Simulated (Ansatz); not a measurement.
**FH4InSi: small, medium and large basis sets**

The task here is to estimate one member of a computed series from the others.

Program: Ansatz 0.2.0, Gaussian basis. Level of theory: one geometry, several basis sets. These are calculated values, not measurements.

Levels to be run: PBE0-D4/def2-SVP; ωB97M-V/def2-SVP; PBE0-D4/def2-QZVPP; ωB97M-V/def2-QZVPP; the functionals' def2-TZVPP values are taken from earlier runs.

## The geometry

The geometry comes from an earlier relaxation with PBE0-D4 in a triple-zeta def2 set; it is a stationary point, not always the lowest conformer. In takes the def2 core potential; no spin-orbit term is included.

7 atoms, charge 0, spin multiplicity 1.

Atoms are counted from 1 here; the program's logs count them from 0.

Bond lengths: F1–In2 1.968 Å, In2–Si3 2.559 Å, In2–H4 1.714 Å, Si3–H5 1.486 Å, Si3–H6 1.486 Å, Si3–H7 1.487 Å. Angles: F1–In2–Si3 109.2°, F1–In2–H4 109.4°, Si3–In2–H4 141.4°, In2–Si3–H5 109.2°, In2–Si3–H6 109.1°, In2–Si3–H7 111.4°, H5–Si3–H6 109.2°, H5–Si3–H7 109.0°, H6–Si3–H7 109.0°.

Geometry (Å):

```xyz
7

F    -0.1960   -2.3400    1.2988
In   -0.7560   -1.1649   -0.1768
Si    0.5280    1.0431   -0.0286
H    -1.9378   -1.9659   -1.1253
H     1.9860    0.7659   -0.1088
H     0.2260    1.6960    1.2722
H     0.1498    1.9658   -1.1314
```

Set-up of the first run:

Input file in.yaml:

```yaml
crystal:
  periodic: [false, false, false]
  atoms:
    - {symbol: F, position_ang: [-0.196005, -2.339999, 1.298762]}
    - {symbol: In, position_ang: [-0.756006, -1.164934, -0.176811]}
    - {symbol: Si, position_ang: [0.527959, 1.043122, -0.028571]}
    - {symbol: H, position_ang: [-1.937804, -1.965851, -1.125348]}
    - {symbol: H, position_ang: [1.986018, 0.765894, -0.108782]}
    - {symbol: H, position_ang: [0.225991, 1.695993, 1.272156]}
    - {symbol: H, position_ang: [0.149848, 1.965774, -1.131407]}
basis:
  gaussian: {orbitals: def2-SVP}
hamiltonian: {xc: pbe0, dispersion: d4}
output: {orbitals: {seedname: orbitals}}
```

Among the steps run: PBE0-D4 in def2-SVP; ωB97M-V in def2-SVP; PBE0-D4 in def2-QZVPP; ωB97M-V in def2-QZVPP.

One of the session's tables, all rows but one given; the rest of the session is left out.

It belongs to the step «Functionals by basis». 

```
functional       basis  HOMO (eV)  LUMO (eV)
   PBE0-D4    def2-SVP      -7.83      -1.94
   PBE0-D4  def2-TZVPP          ?          ?
   PBE0-D4  def2-QZVPP      -7.91      -2.07
   ωB97M-V    def2-SVP      -9.81      -0.30
   ωB97M-V  def2-TZVPP      -9.91      -0.49
   ωB97M-V  def2-QZVPP      -9.93      -0.55
```

**Question.** Estimate the row for PBE0-D4, def2-TZVPP.

As computed: HOMO (eV): -7.89; LUMO (eV): -2.05. In the column «HOMO (eV)» it lies between PBE0-D4, def2-QZVPP (-7.91) and PBE0-D4, def2-SVP (-7.83).
